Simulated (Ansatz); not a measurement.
# CH3F2In: a ladder of functionals and wavefunction methods

The task here is to estimate one member of a computed series from the others.

Method: functionals in def2-TZVPP, the program's frozen cores in correlated methods; program: Ansatz 0.2.0, Gaussian basis.

Levels to be run: LDA (SPW92), PBE-D4, revPBE-D4, BLYP-D4, r2SCAN-D4, B97M-V, PBE0-D4, B3LYP-D4, r2SCANh-D4, r2SCAN0-D4, HSE06-D4, BHLYP-D4, CAM-B3LYP-D4, LC-ωPBE, ωB97X-V, ωB97M-V, B2PLYP, PBE-QIDH; CCSD(T)/def2-SVP; CCSD(T)/def2-TZVPP; MP2/def2-QZVPP; extrapolation to the limit; RPA on PBE.

## The relaxed structure

An earlier PBE0-D4 in a triple-zeta def2 set relaxation fixed the geometry. In takes the def2 core potential; no spin-orbit term is included.

SMILES `F[CH](F)[InH2]`, 7 atoms, charge 0, spin multiplicity 1.

Atoms are counted from 1 here; the program's logs count them from 0.

Bond lengths: F1–C2 1.371 Å, C2–F3 1.371 Å, C2–In4 2.215 Å, C2–H5 1.095 Å, In4–H6 1.723 Å, In4–H7 1.718 Å. Angles: F1–C2–F3 107.0°, F1–C2–In4 109.5°, F1–C2–H5 106.7°, F3–C2–In4 109.5°, F3–C2–H5 106.6°, In4–C2–H5 117.1°, C2–In4–H6 118.8°, C2–In4–H7 116.9°, H6–In4–H7 124.3°.

Set-up of the first run:

Contents of in.yaml:

```yaml
crystal:
  periodic: [false, false, false]
  atoms:
    - {symbol: F, position_ang: [0.091267, -1.779396, 0.691588]}
    - {symbol: C, position_ang: [0.570940, -0.496628, 0.620479]}
    - {symbol: F, position_ang: [1.824522, -0.568250, 0.069141]}
    - {symbol: In, position_ang: [-0.745252, 0.711803, -0.688685]}
    - {symbol: H, position_ang: [0.701165, -0.152507, 1.652313]}
    - {symbol: H, position_ang: [-1.504625, 2.114511, -0.036992]}
    - {symbol: H, position_ang: [-0.938026, 0.170477, -2.307834]}
basis:
  gaussian: {orbitals: def2-TZVPP}
hamiltonian: {xc: lda}
output: {orbitals: {seedname: orbitals}}
```

Command:

```sh
> ansatz run in.yaml --threads 2 --pin off --events-out ev --progress --plain --max-ram 4352MiB
```

Steps of the session up to this table: LDA; PBE-D4 (GGA); revPBE-D4 (GGA); BLYP-D4 (GGA); r2SCAN-D4 (meta-GGA); B97M-V (meta-GGA); B3LYP-D4 (hybrid); r2SCANh-D4 (hybrid); r2SCAN0-D4 (hybrid); HSE06-D4 (hybrid); BHLYP-D4 (hybrid); CAM-B3LYP-D4 (range-separated); LC-ωPBE (range-separated); ωB97X-V (range-separated); ωB97M-V (range-separated); B2PLYP (double hybrid); PBE-QIDH (double hybrid).

One table of the session follows, with a row left open; its other results are not shown here.

It belongs to the step «Orbital energies across the functionals». 

| functional | HOMO (eV) | LUMO (eV) | gap (eV) |
| --- | --- | --- | --- |
| LDA (SPW92) | -6.27 | -3.11 | 3.16 |
| PBE-D4 | -6.09 | -2.82 | 3.27 |
| revPBE-D4 | -6.02 | -2.69 | 3.33 |
| BLYP-D4 | -6.02 | -2.81 | 3.21 |
| r2SCAN-D4 | -6.35 | -2.54 | 3.81 |
| B97M-V | -6.43 | -2.83 | 3.61 |
| PBE0-D4 | -7.43 | -2.08 | 5.35 |
| B3LYP-D4 | -7.25 | -2.40 | 4.86 |
| r2SCANh-D4 | -6.85 | -2.29 | 4.56 |
| r2SCAN0-D4 | -7.61 | -1.92 | 5.69 |
| HSE06-D4 | ? | ? | ? |
| BHLYP-D4 | -8.73 | -1.47 | 7.26 |
| CAM-B3LYP-D4 | -8.83 | -1.31 | 7.52 |
| LC-ωPBE | -10.09 | -0.13 | 9.95 |
| ωB97X-V | -9.76 | -0.28 | 9.48 |
| ωB97M-V | -9.65 | -0.58 | 9.07 |

**Question.** Estimate the row for HSE06-D4.

**Answer.** HOMO (eV): -7.03; LUMO (eV): -2.44; gap (eV): 4.59. In the column «HOMO (eV)» it lies between B3LYP-D4 (-7.25) and r2SCANh-D4 (-6.85).
